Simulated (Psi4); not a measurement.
# C3H9ClSi (chlorotrimethylsilane), step by step

Wanted: a structure relaxation (singlet C3H9ClSi, PBE0/def2-SVP), then the energy (doublet C3H9ClSi+, UPBE0/def2-SVP), then a geometry optimisation (doublet C3H9ClSi+, UPBE0/def2-SVP) of C3H9ClSi. 

The results are computed with Psi4 1.11.

### 1 The structure to begin with

The species is C3H9ClSi (14 atoms), meant as a singlet with charge 0. SMILES: `C[Si](C)(C)Cl`. The coordinates come from a PBE0-D4/def2-TZVP relaxation. The run starts from this shape.

Bond lengths: C1–Si2 1.862 Å, Si2–C3 1.862 Å, Si2–C4 1.862 Å, Si2–Cl5 2.080 Å, C1–H6 1.092 Å, C1–H7 1.094 Å, C1–H8 1.092 Å, C3–H9 1.092 Å, C3–H10 1.092 Å, C3–H11 1.094 Å, C4–H12 1.094 Å, C4–H13 1.092 Å, C4–H14 1.092 Å. Some angles: C1–Si2–C3 111.5°, C1–Si2–C4 111.5°, C1–Si2–Cl5 107.3°, C3–Si2–C4 111.5°, C3–Si2–Cl5 107.3°, C4–Si2–Cl5 107.3°, Si2–C1–H6 110.9°, Si2–C1–H7 110.4°, Si2–C1–H8 110.9°, Si2–C3–H9 110.9°.

### 2 A geometry optimisation at PBE0/def2-SVP (density fitting) (run 1)

The input, c3h9clsi.xyz:

```xyz
14
C3H9ClSi
C     -1.679640     0.559980     0.221630
Si     0.108620     0.309060    -0.233500
C      1.207070     0.337140     1.270020
C      0.349340    -1.247580    -1.226910
Cl     0.670330     1.906760    -1.440460
H     -1.816280     1.498060     0.764110
H     -2.029610    -0.257080     0.859450
H     -2.308980     0.589150    -0.670580
H      1.092710     1.274230     1.819320
H      2.257290     0.235130     0.987910
H      0.953250    -0.486500     1.943870
H      0.068050    -2.124680    -0.636610
H      1.393020    -1.360400    -1.528500
H     -0.265160    -1.233270    -2.129770
```

The input, calc.py:

```python
import psi4

psi4.set_memory(1600000000)
psi4.set_num_threads(1)
psi4.core.set_output_file('output.dat', False)

with open('c3h9clsi.xyz') as f:
    atoms = ''.join(f.readlines()[2:])
mol = psi4.geometry('0 1\n' + atoms + 'symmetry c1')

psi4.set_options({
    'basis': 'def2-SVP',
    'reference': 'rks',
})

e_tot, wfn = psi4.optimize("PBE0", return_wfn=True)
print(f'PBE0 energy: {e_tot:.10f} Eh')
print(mol.to_string(dtype='xyz', units='Angstrom'))
```

Started as:

```console
$ python calc.py
```

output.dat:

```text
[...]
  Running in c1 symmetry.
[...]
  Nuclear repulsion =  300.114179671777322
[...]
  Multiplicity = 1
[...]
  Nalpha       = 29
  Nbeta        = 29
[...]
    Number of basis functions: 123
[...]
   @DF-RKS iter   1:  -868.29432154782864   -1.13409e-01   7.80932e-03 DIIS/ADIIS
[...]
   @DF-RKS iter   6:  -868.77767514615994    6.82121e-13   7.84109e-09 DIIS
[...]
  @DF-RKS Final Energy:  -868.77767514615994
   => Energetics <=
    Nuclear Repulsion Energy =            298.1933915543852436
    One-Electron Energy =               -1789.6097026225436366
    Two-Electron Energy =                 674.3851310214579371
    DFT Exchange-Correlation Energy =     -51.7464950994595085
    Empirical Dispersion Energy =           0.0000000000000000
    VV10 Nonlocal Energy =                  0.0000000000000000
    Total Energy =                       -868.7776751461599360
[...]
 Multipole Moments:
 ------------------------------------------------------------------------------------
     Multipole            Electronic (a.u.)      Nuclear  (a.u.)        Total (a.u.)
 ------------------------------------------------------------------------------------
 L = 1.  Multiply by 2.5417464519 to convert [e a0] to [Debye]
 Dipole X            :          2.7078601           -2.9458520           -0.2379919
 Dipole Y            :          7.7026253           -8.3798142           -0.6771888
 Dipole Z            :         -5.8189398            6.3305140            0.5115742
 Magnitude           :                                                    0.8814381
[...]
  -Total Gradient:
     Atom            X                  Y                   Z
    ------   -----------------  -----------------  -----------------
       1       -0.000010197736    -0.000009045620     0.000017699380
       2        0.000007968495     0.000027665476    -0.000015206874
       3        0.000001073091    -0.000015163510     0.000032156642
       4        0.000006731527    -0.000010549671     0.000006022109
       5       -0.000005452859    -0.000003379843     0.000005224927
       6       -0.000013063745    -0.000004066831     0.000002613460
       7        0.000010389700     0.000005920940    -0.000006378028
       8       -0.000009370962     0.000004088109     0.000012880183
       9        0.000006900744    -0.000010919794     0.000004412319
      10       -0.000007296652     0.000002168184     0.000013246557
      11       -0.000007128164     0.000004737951    -0.000009304159
      12       -0.000003085907     0.000014035641     0.000003056598
[...]
    Final optimized geometry and variables:
    Molecular point group: c1
    Full point group: C1
    Geometry (in Angstrom), charge = 0, multiplicity = 1:
    C           -1.915034960027    -0.082900737722     0.710550476523
    SI          -0.117768463143    -0.335213156702     0.253191789249
    C            0.986315112034    -0.306781332726     1.764231221407
    C            0.124074088350    -1.899617632952    -0.745413773880
    CL           0.448216490654     1.275295390589    -0.963358543441
    H           -2.053651361789     0.862962923352     1.256278934258
    H           -2.269470958493    -0.905011601214     1.353645405268
    H           -2.549853494634    -0.053058842539    -0.188227051159
    H            0.871580718719     0.637530767903     2.318111991254
    H            2.045051660695    -0.408179346347     1.480600926659
    H            0.732396601896    -1.136304181578     2.444303588583
[...]
```

Standard output:

```text
Some dependencies such as QCElemental have not yet finished migration to pydantic v2. If issues are encountered please downgrade pydantic or upgrade QCElemental as appropriate
	Energy has increased in a minimization.
	Energy ratio indicates iffy step.
	Intrafrag trust radius decreased to   0.25.
Optimizer: Optimization complete!
PBE0 energy: -868.7776751462 Eh
14
0 1 C3ClH9Si
C                    -1.915034960027    -0.082900737722     0.710550476523
Si                   -0.117768463143    -0.335213156702     0.253191789249
C                     0.986315112034    -0.306781332726     1.764231221407
C                     0.124074088350    -1.899617632952    -0.745413773880
Cl                    0.448216490654     1.275295390589    -0.963358543441
H                    -2.053651361789     0.862962923352     1.256278934258
H                    -2.269470958493    -0.905011601214     1.353645405268
H                    -2.549853494634    -0.053058842539    -0.188227051159
H                     0.871580718719     0.637530767903     2.318111991254
H                     2.045051660695    -0.408179346347     1.480600926659
H                     0.732396601896    -1.136304181578     2.444303588583
H                    -0.159680119499    -2.784504100305    -0.152512583186
H                     1.175675498493    -2.014074368051    -1.049865427362
H                    -0.493973569166    -1.885007164475    -1.656169413360
```

Wall time 52 s (1 thread of Intel Xeon Platinum 8375C at 2.90GHz (Ice Lake), shared host); peak memory 1.2 GiB.

Step by step:

```
step  energy from the first frame kept (eV)  largest force (eV/Å)
   0                                 0.0000                0.3140
   1                                -0.0164                0.0850
   2                                -0.0163                0.0373
   3                                -0.0164                0.0018
```

After the run. Bond lengths: C1–Si2 1.872 Å, Si2–C3 1.872 Å, Si2–C4 1.872 Å, Si2–Cl5 2.096 Å, C1–H6 1.101 Å, C1–H7 1.102 Å, C1–H8 1.101 Å, C3–H9 1.101 Å, C3–H10 1.101 Å, C3–H11 1.102 Å, C4–H12 1.102 Å, C4–H13 1.101 Å, C4–H14 1.101 Å. Some angles: C1–Si2–C3 111.5°, C1–Si2–C4 111.5°, C1–Si2–Cl5 107.3°, C3–Si2–C4 111.5°, C3–Si2–Cl5 107.3°, C4–Si2–Cl5 107.3°, Si2–C1–H6 111.0°, Si2–C1–H7 110.5°, Si2–C1–H8 111.0°, Si2–C3–H9 111.0°.

### 3 The doublet cation: the energy at UPBE0/def2-SVP (density fitting) (run 2)

The input, c3h9clsi.in:

```
memory 1600 mb

molecule m {
  1 2
  C
  Si 1 1.871631
  C 2 1.871643 1 111.53885
  C 2 1.871648 1 111.53918 3 125.46567
  Cl 2 2.096204 1 107.30883 3 -117.26542
  H 1 1.10077 2 110.97188 3 57.20634
  H 1 1.102299 6 108.12738 2 121.38458
  H 1 1.100766 6 107.99169 7 116.77843
  H 3 1.10076 2 110.9639 1 -57.23737
  H 3 1.10075 9 107.9949 2 121.83694
  H 3 1.102308 10 108.13212 9 -116.78176
  H 4 1.102303 2 110.53265 1 -62.7251
  H 4 1.100752 12 108.13288 2 121.65704
  H 4 1.10076 13 107.99539 12 -116.78414
  symmetry c1
}

set {
  basis def2-SVP
  reference uks
}

e_tot, wfn = energy('pbe0', return_wfn=True)
```

Started as:

```console
$ psi4 c3h9clsi.in c3h9clsi.out -n 1
```

c3h9clsi.out:

```text
[...]
  Running in c1 symmetry.
[...]
  Nuclear repulsion =  298.193392960723713
[...]
  Multiplicity = 2
[...]
  Nalpha       = 29
  Nbeta        = 28
[...]
    Number of basis functions: 123
[...]
   @DF-UKS iter   1:  -867.86719455376988    2.54109e-01   7.82534e-03 ADIIS/DIIS
[...]
   @DF-UKS iter  23:  -868.40066748072172   -3.10077e-08   8.09071e-07 DIIS
[...]
   @S^2 Observed:                7.552768301E-01
[...]
    Orbital Energies [Eh]
    ---------------------
    Alpha Occupied:
       1A   -101.915428     2A    -66.488774     3A    -10.462312
       4A    -10.415805     5A    -10.415769     6A     -9.765799
       7A     -7.506388     8A     -7.501760     9A     -7.495747
      10A     -5.577999    11A     -3.917314    12A     -3.916189
      13A     -3.911957    14A     -1.076324    15A     -0.953187
      16A     -0.907402    17A     -0.889361    18A     -0.713110
      19A     -0.647753    20A     -0.641147    21A     -0.630464
      22A     -0.611745    23A     -0.601035    24A     -0.589734
      25A     -0.583335    26A     -0.580964    27A     -0.560681
      28A     -0.545437    29A     -0.517429
    Alpha Virtual:
[...]
  @DF-UKS Final Energy:  -868.40066748072172
   => Energetics <=
    Nuclear Repulsion Energy =            298.1933929607237133
    One-Electron Energy =               -1776.7480052751241146
    Two-Electron Energy =                 661.6280604869339186
    DFT Exchange-Correlation Energy =     -51.4741156532552750
    Empirical Dispersion Energy =           0.0000000000000000
    VV10 Nonlocal Energy =                  0.0000000000000000
    Total Energy =                       -868.4006674807217223
[...]
 Multipole Moments:
 ------------------------------------------------------------------------------------
     Multipole            Electronic (a.u.)      Nuclear  (a.u.)        Total (a.u.)
 ------------------------------------------------------------------------------------
 L = 1.  Multiply by 2.5417464519 to convert [e a0] to [Debye]
 Dipole X            :         -8.3835501            9.2562709            0.8727209
 Dipole Y            :          4.3210291           -4.7706561           -0.4496271
 Dipole Z            :          2.4956550           -3.2460800           -0.7504250
 Magnitude           :                                                    1.2356957
[...]
```

It took 34 s on 1 thread of Intel Xeon Platinum 8375C at 2.90GHz (Ice Lake), shared host; peak memory 1.1 GiB.

### 4 The doublet cation: a geometry optimisation at UPBE0/def2-SVP (density fitting) (run 3)

The input, calc.in:

```
memory 1.6 GB

molecule molecule1 {
  1 2
  C
  Si 1 1.871631
  C 2 1.871643 1 111.53885
  C 2 1.871648 1 111.53918 3 125.46567
  Cl 2 2.096204 1 107.30883 3 -117.26542
  H 1 1.10077 2 110.97188 3 57.20634
  H 1 1.102299 6 108.12738 2 121.38458
  H 1 1.100766 6 107.99169 7 116.77843
  H 3 1.10076 2 110.9639 1 -57.23737
  H 3 1.10075 9 107.9949 2 121.83694
  H 3 1.102308 10 108.13212 9 -116.78176
  H 4 1.102303 2 110.53265 1 -62.7251
  H 4 1.100752 12 108.13288 2 121.65704
  H 4 1.10076 13 107.99539 12 -116.78414
  symmetry c1
}

set globals {
  basis        def2-SVP
  reference    uks
  geom_maxiter 50
}

opt('pbe0')
print_variables()
```

Started as:

```console
$ psi4 -n 1 calc.in calc.out
```

calc.out:

```text
[...]
  Running in c1 symmetry.
[...]
  Nuclear repulsion =  298.193392960723713
[...]
  Multiplicity = 2
[...]
  Nalpha       = 29
  Nbeta        = 28
[...]
    Number of basis functions: 123
[...]
   @DF-UKS iter   1:  -867.86719455376988    2.54109e-01   7.82534e-03 ADIIS/DIIS
[...]
   @DF-UKS iter   7:  -868.41944139905672   -1.61435e-11   8.21506e-09 DIIS
[...]
   @S^2 Observed:                7.543395211E-01
[...]
  @DF-UKS Final Energy:  -868.41944139905672
   => Energetics <=
    Nuclear Repulsion Energy =            297.2279390100753744
    One-Electron Energy =               -1775.0477379533451767
    Two-Electron Energy =                 660.8713897420001331
    DFT Exchange-Correlation Energy =     -51.4710321977871672
    Empirical Dispersion Energy =           0.0000000000000000
    VV10 Nonlocal Energy =                  0.0000000000000000
    Total Energy =                       -868.4194413990567227
[...]
 Multipole Moments:
 ------------------------------------------------------------------------------------
     Multipole            Electronic (a.u.)      Nuclear  (a.u.)        Total (a.u.)
 ------------------------------------------------------------------------------------
 L = 1.  Multiply by 2.5417464519 to convert [e a0] to [Debye]
 Dipole X            :         -8.1473167            9.3936837            1.2463671
 Dipole Y            :          4.0842389           -4.7090367           -0.6247978
 Dipole Z            :          2.3315123           -3.1261106           -0.7945983
 Magnitude           :                                                    1.6047397
[...]
  -Total Gradient:
     Atom            X                  Y                   Z
    ------   -----------------  -----------------  -----------------
       1       -0.000025969085     0.000012612457     0.000045745552
       2       -0.000047771971     0.000024723824    -0.000012236346
       3        0.000017701702    -0.000047458742     0.000013394703
       4        0.000048912908     0.000013935717     0.000013685601
       5        0.000024948234    -0.000012481423    -0.000020071483
       6        0.000003442578     0.000002320019    -0.000005429109
       7        0.000003683759    -0.000001943176     0.000000822676
       8        0.000000056788    -0.000004024032    -0.000005100829
       9        0.000002260320     0.000012939367    -0.000007387898
      10        0.000002089705    -0.000001873987    -0.000008389544
      11        0.000006508720     0.000014927370    -0.000001243791
      12       -0.000008235567    -0.000014111133    -0.000001214506
[...]
    Final optimized geometry and variables:
    Molecular point group: c1
    Full point group: C1
    Geometry (in Angstrom), charge = 1, multiplicity = 2:
    C
    SI            1    2.162038
    C             2    1.843288      1  102.504153
    C             2    1.843286      1  102.505456      3  126.750954
    CL            2    2.030272      1   96.886196      3 -116.624369
    H             1    1.096412      2  102.580185      3   55.911740
    H             1    1.099363      6  117.063422      2  102.806853
    H             1    1.096412      6  116.693350      7  145.972015
    H             3    1.099577      2  112.429571      1  -59.668495
    H             3    1.106105      9  107.969640      2  117.347453
    H             3    1.100731     10  108.227495      9 -119.089607
[...]
```

The script printed:

```text
Optimizer: Optimization complete!
```

Run time: 4.3 min. Hardware: 1 thread of Intel Xeon Platinum 8375C at 2.90GHz (Ice Lake), shared host; peak memory 1.2 GiB.

Step by step:

```
step  energy from the first frame kept (eV)  largest force (eV/Å)
   0                                 0.0000                2.3230
   1                                -0.2243                1.7718
   2                                -0.4105                1.1400
   3                                -0.4741                0.5581
   4                                -0.5066                0.1000
   5                                -0.5093                0.0498
   6                                -0.5104                0.0285
   7                                -0.5106                0.0290
   8                                -0.5108                0.0151
   9                                -0.5108                0.0058
  10                                -0.5109                0.0028
```

After the run. Bond lengths: C1–Si2 2.162 Å, Si2–C3 1.843 Å, Si2–C4 1.843 Å, Si2–Cl5 2.030 Å, C1–H6 1.096 Å, C1–H7 1.099 Å, C1–H8 1.096 Å, C3–H9 1.100 Å, C3–H10 1.106 Å, C3–H11 1.101 Å, C4–H12 1.101 Å, C4–H13 1.106 Å, C4–H14 1.100 Å. Some angles: C1–Si2–C3 102.5°, C1–Si2–C4 102.5°, C1–Si2–Cl5 96.9°, C3–Si2–C4 121.6°, C3–Si2–Cl5 114.1°, C4–Si2–Cl5 114.1°, Si2–C1–H6 102.6°, Si2–C1–H7 95.4°, Si2–C1–H8 102.6°, Si2–C3–H9 112.4°.

### 5 Summary of results

| quantity | value |
| --- | --- |
| run 1, PBE0/def2-SVP: total energy at the end | -868.77768 Eh |
| run 1, PBE0/def2-SVP: dipole moment | 2.24 D |
| run 1, PBE0/def2-SVP: HOMO energy | -8.19 eV |
| run 1, PBE0/def2-SVP: LUMO energy | 1.43 eV |
| run 1, PBE0/def2-SVP: HOMO–LUMO gap | 9.63 eV |
| doublet cation, run 2: total energy | -868.40067 Eh |
| doublet cation, run 2: HOMO energy (highest over α and β) | -13.73 eV |
| doublet cation, run 2: LUMO energy (lowest over α and β) | -12.27 eV |
| doublet cation, run 2: ⟨S²⟩ | 0.755 |
| doublet cation, run 3: total energy at the end | -868.41944 Eh |
| doublet cation, run 3: HOMO energy (highest over α and β) | -13.86 eV |
| doublet cation, run 3: LUMO energy (lowest over α and β) | -10.61 eV |
| doublet cation, run 3: ⟨S²⟩ | 0.754 |
| adiabatic ionisation energy (to the doublet cation, no zero-point term) | 9.748 eV |

The adiabatic ionisation energy (to the doublet cation, no zero-point term) is 9.75 eV (941 kJ/mol). The optimisation (run 1, PBE0/def2-SVP) took 4 steps and changed the energy by -0.016 eV. The optimisation (doublet cation, run 3) took 11 steps and changed the energy by -0.511 eV.
